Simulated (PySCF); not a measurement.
# AgH2P (Ag ... H2P): the cost of one run

Computed with PySCF 2.14.0 and routines of our own; the level stands in each step. Atoms count from 0.

2 further runs of the same task are left out: 2 for a known fault of the program.

### Step 1. The system as given

4 atoms, charge 0, high-spin multiplicity 3; geometry from: GFN2-xTB fragments, placed rigidly.

The system (radical pair): Ag···H2P. The radical centres are 3.47 Å apart; the spin sites are atom 0 (1 unpaired) and atoms 1, 2, 3 (1 unpaired).

### Step 2. Magnetic exchange: CASSCF and SC-NEVPT2/def2-TZVP (2,2)

What the job is given:

```
{"job": {"kind": "cas", "basis": "def2-TZVP", "active": "magnetic", "zfs": true}, "charge": 0, "high_spin_multiplicity": 3, "spin_sites": [[[0], 1], [[1, 2, 3], 1]]}
Ag    -0.524900     0.486100    -2.551600
P      0.175100     0.486100     0.850400
H      0.879400    -0.486200     0.146100
H     -0.529600    -0.486000     1.555100
```

Method: CASSCF and SC-NEVPT2/def2-TZVP spin states, gas phase.

Command:

```
OMP_NUM_THREADS=1 python exch_run.py task.json out
```

One launch serves the whole session: the jobs run in the order shown.

**Question.** How long does this first job take on 1 thread of Arm Neoverse N1, shared host?

About 3.9 s.
